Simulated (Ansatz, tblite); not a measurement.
# The cluster Ge₁₃F₂₀: spin-state energies by level

Aim: set other spin states of the cluster Ge₁₃F₂₀ against its singlet, on many levels of theory.

Program: Ansatz 0.2.0, Gaussian basis. Level of theory: as each input shows. These are calculated values, not measurements.

Plan: triplet, at the geometry of the singlet (GFN1-xTB, GFN2-xTB, PBE0-D4/def2-TZVP, PBE-D4/def2-TZVP); the singlet's energies come from earlier runs.

1 further run of the same task is left out (set aside as unsound or not needed). Runs told in other sessions of the task aren't counted.

## Step 1: The structure

The singlet was relaxed beforehand with PBE-D4/def2-SVP.

33 atoms, charge 0, spin multiplicity 1.

Bond lengths: Ge1–Ge9 2.494 Å, Ge1–Ge10 2.495 Å, Ge1–F14 1.746 Å, Ge1–F15 1.759 Å, Ge2–Ge8 2.498 Å, Ge2–Ge11 2.498 Å, Ge2–F16 1.747 Å, Ge2–F17 1.857 Å, Ge3–Ge9 2.482 Å, Ge3–Ge12 2.482 Å, Ge3–F18 1.824 Å, Ge3–F19 1.747 Å, Ge4–Ge8 2.483 Å, Ge4–Ge9 2.468 Å, Ge4–Ge13 2.485 Å, Ge4–F20 1.765 Å, Ge5–Ge10 2.504 Å, Ge5–Ge13 2.502 Å and more. Angles: Ge9–Ge1–Ge10 110.5°, Ge9–Ge1–F14 114.5°, Ge9–Ge1–F15 107.2°, Ge10–Ge1–F14 115.5°, Ge10–Ge1–F15 102.4°, F14–Ge1–F15 105.6°, Ge8–Ge2–Ge11 125.1°, Ge8–Ge2–F16 117.1°, Ge8–Ge2–F17 88.3°, Ge11–Ge2–F16 117.1°, Ge11–Ge2–F17 88.3°, F16–Ge2–F17 102.7°, Ge9–Ge3–Ge12 123.0°, Ge9–Ge3–F18 92.5°, Ge9–Ge3–F19 116.5°, Ge12–Ge3–F18 92.5°, Ge12–Ge3–F19 116.6°, F18–Ge3–F19 105.3° and more.

## Step 2: Triplet at the fixed geometry, GFN1-xTB

Tight binding, by tblite at 300 K electronic temperature and without a spin-polarisation term:

```python
tblite.interface.Calculator('GFN1-xTB', numbers, positions, charge=0, uhf=2).singlepoint()
```

Energy -3407.7331 eV; 0.37 s.

## Step 3: Triplet at the fixed geometry, GFN2-xTB

Tight binding, by tblite at 300 K electronic temperature and without a spin-polarisation term:

```python
tblite.interface.Calculator('GFN2-xTB', numbers, positions, charge=0, uhf=2).singlepoint()
```

Energy -3294.6812 eV; 0.43 s.

## Step 4: Triplet at the fixed geometry, PBE0-D4/def2-TZVP

File in.yaml:

```yaml
crystal:
  periodic: [false, false, false]
  atoms:
    - {symbol: Ge, position_ang: [0.525736, -3.590241, 0.317584]}
    - {symbol: Ge, position_ang: [-2.373419, 2.373008, -1.937372]}
    - {symbol: Ge, position_ang: [0.855164, -0.856475, -2.179242]}
    - {symbol: Ge, position_ang: [-2.296698, -0.666476, 0.410640]}
    - {symbol: Ge, position_ang: [0.802285, -0.802382, 3.029018]}
    - {symbol: Ge, position_ang: [0.666973, 2.297837, 0.409996]}
    - {symbol: Ge, position_ang: [3.587823, -0.522183, 0.318501]}
    - {symbol: Ge, position_ang: [-3.918807, 0.783270, -0.786364]}
    - {symbol: Ge, position_ang: [-0.956207, -2.129241, -1.056637]}
    - {symbol: Ge, position_ang: [2.221902, -2.220981, 1.531830]}
    - {symbol: Ge, position_ang: [-0.783707, 3.919768, -0.787486]}
    - {symbol: Ge, position_ang: [2.127065, 0.956916, -1.058533]}
    - {symbol: Ge, position_ang: [-0.712121, 0.713371, 1.737008]}
    - {symbol: F, position_ang: [1.151343, -4.984116, -0.526931]}
    - {symbol: F, position_ang: [-0.451995, -4.232416, 1.630716]}
    - {symbol: F, position_ang: [-2.598901, 2.597215, -3.655083]}
    - {symbol: F, position_ang: [-1.061137, 1.061549, -1.864473]}
    - {symbol: F, position_ang: [2.110248, -2.109421, -1.752893]}
    - {symbol: F, position_ang: [0.816743, -0.819728, -3.924976]}
    - {symbol: F, position_ang: [-3.169196, -1.654065, 1.584748]}
    - {symbol: F, position_ang: [-0.213466, -1.766512, 4.079436]}
    - {symbol: F, position_ang: [1.761631, 0.206954, 4.089367]}
    - {symbol: F, position_ang: [1.655636, 3.170076, 1.583341]}
    - {symbol: F, position_ang: [4.986717, -1.143509, -0.521054]}
    - {symbol: F, position_ang: [4.221950, 0.457153, 1.634574]}
    - {symbol: F, position_ang: [-4.933362, -0.049836, -1.939659]}
    - {symbol: F, position_ang: [-5.006952, 1.617960, 0.296963]}
    - {symbol: F, position_ang: [-1.956080, -2.979581, -2.228986]}
    - {symbol: F, position_ang: [3.245110, -3.243372, 2.535089]}
    - {symbol: F, position_ang: [0.049495, 4.935079, -1.940027]}
    - {symbol: F, position_ang: [-1.618755, 5.007866, 0.295854]}
    - {symbol: F, position_ang: [2.977512, 1.955658, -2.231811]}
    - {symbol: F, position_ang: [-1.714529, 1.714858, 2.795561]}
basis:
  gaussian: {orbitals: def2-TZVP, fitting: {mean_field: def2-universal-jkfit}}
magnetization: {spin_polarized: true, initial_magnetization: 2}
hamiltonian: {xc: pbe0, dispersion: d4}
scf: {omitted_lower_state_checks: [starts]}
output: {orbitals: {seedname: orbitals}}
```

Launch:

```bash
> ansatz run in.yaml --threads 11 --pin off --events-out ev --progress --plain --max-ram 174080MiB --backend cuda --devices 0, --max-vram 75GiB
```

Standard output:

```text
Functional definition: PBE0
  name "PBE0"
  cite "Adamo & Barone, J. Chem. Phys. 110, 6158 (1999) doi:10.1063/1.478522"
  cite "Perdew, Burke & Ernzerhof, Phys. Rev. Lett. 77, 3865 (1996) doi:10.1103/PhysRevLett.77.3865"
  parent pbe
  parameter a = 0.25
  parameter kappa = 0.804
  parameter beta = 0.06672455060314922
  exchange = (1 - a)*pbe_x(kappa = kappa, mu = beta*pi^2/3) + a*exact_x
  correlation = pbe_c(beta = beta)
these checks for a lower state are left out or cut short: starts
4998 factors; integrals over basis functions are off by at most 1.6e0 eV
mean field evaluation 1: about -788940.0365 eV, gradient 1.2e2 eV
mean field evaluation 2: about -788674.8255 eV, gradient 3.1e2 eV
mean field evaluation 4: about -788977.2681 eV, gradient 2.5e1 eV
mean field evaluation 8: about -788979.7996 eV, gradient 1.1e0 eV
mean field evaluation 16: about -788979.7889 eV, gradient 2.4e-2 eV
mean field evaluation 32: about -788979.7890 eV, gradient 6.3e-5 eV
mean field -788979.78897003 eV, -28994.4724549400 hartree, gradient 8.3e-6 eV, S^2 2.008638; 0 other end points of the search recorded, 0 dependent functions left out
reference -788979.78901714 eV, -28994.4724566710 hartree; 299, 297 occupied and 945, 947 virtual orbitals, 4998 factors
Total energy: -788981.95636974 eV, -28994.5521054100 hartree
Checks for a lower state left out: starts
```

It took 40 s on 1 × H100 with 11 threads of AMD EPYC 7R13, shared host; peak host memory 2.3 GiB.

Report: HOMO -6.33 eV, LUMO -7.57 eV (over both spins; with the spin held, an empty level of the minority spin lies below the top filled one); ⟨S²⟩ 2.009 (pure: 2.00).

## Step 5: Triplet at the fixed geometry, PBE-D4/def2-TZVP

start.molden holds the orbitals of an earlier run on this state, given as this run's starting guess.

in.yaml: that of step 4 with these lines changed.

```diff
@@ -37,5 +37,5 @@
 basis:
-  gaussian: {orbitals: def2-TZVP, fitting: {mean_field: def2-universal-jkfit}}
+  gaussian: {orbitals: def2-TZVP, fitting: {mean_field: def2-universal-jkfit}, initial_orbitals: start.molden}
 magnetization: {spin_polarized: true, initial_magnetization: 2}
-hamiltonian: {xc: pbe0, dispersion: d4}
+hamiltonian: {xc: pbe, dispersion: d4}
 scf: {omitted_lower_state_checks: [starts]}
```

The command is unchanged.

Standard output:

```text
Functional definition: PBE
  name "PBE"
  cite "Perdew, Burke & Ernzerhof, Phys. Rev. Lett. 77, 3865 (1996) doi:10.1103/PhysRevLett.77.3865"
  parent pbe
  parameter kappa = 0.804
  parameter beta = 0.06672455060314922
  exchange = pbe_x(kappa = kappa, mu = beta*pi^2/3)
  correlation = pbe_c(beta = beta)
these checks for a lower state are left out or cut short: starts
4998 factors; integrals over basis functions are off by at most 1.6e0 eV
mean field evaluation 1: about -788962.4101 eV, gradient 2.7e1 eV
mean field evaluation 2: about -788963.8489 eV, gradient 1.6e0 eV
mean field evaluation 4: about -788963.8820 eV, gradient 2.9e-1 eV
mean field evaluation 8: about -788963.8836 eV, gradient 3.8e-1 eV
mean field evaluation 16: about -788963.8848 eV, gradient 2.4e-5 eV
mean field -788963.88481841 eV, -28993.8879881481 hartree, gradient 2.4e-6 eV, S^2 2.002552; 0 other end points of the search recorded, 0 dependent functions left out
reference -788963.88488101 eV, -28993.8879904486 hartree; 299, 297 occupied and 945, 947 virtual orbitals, 4998 factors
Total energy: -788966.27016735 eV, -28993.9756481047 hartree
Checks for a lower state left out: starts
```

Wall time 24 s (1 × H100 with 11 threads of AMD EPYC 7R13, shared host); peak host memory 2.2 GiB.

Report: HOMO -5.62 eV, LUMO -7.52 eV (over both spins; with the spin held, an empty level of the minority spin lies below the top filled one); ⟨S²⟩ 2.003 (pure: 2.00).

## Step 6: Triplet less singlet, vertical

The singlet's energies are those of its earlier runs, whose logs aren't repeated here.

```csv
level,"triplet less singlet, vertical (kJ/mol)",time
GFN1-xTB,+121.7,0.7 s
GFN2-xTB,+60.9,0.76 s
PBE-D4/def2-TZVP,+187.7,31 s
PBE0-D4/def2-TZVP,+238.9,57 s
```

Times add the two runs; a level without a time comes out of a correlated run. Tight binding without a spin term can't rank spin states.

## Step 7: Results

| quantity | value |
| --- | --- |
| triplet less singlet, vertical, functionals in def2-TZVP | +187.7 (PBE-D4) to +238.9 kJ/mol (PBE0-D4) |

What this shows: All functionals put the triplet above the singlet, over a spread of 51.3 kJ/mol. The checks for a lower triplet were left out, so another state of that spin may lie lower. These are electronic energies, without zero-point motion, entropy or surroundings.
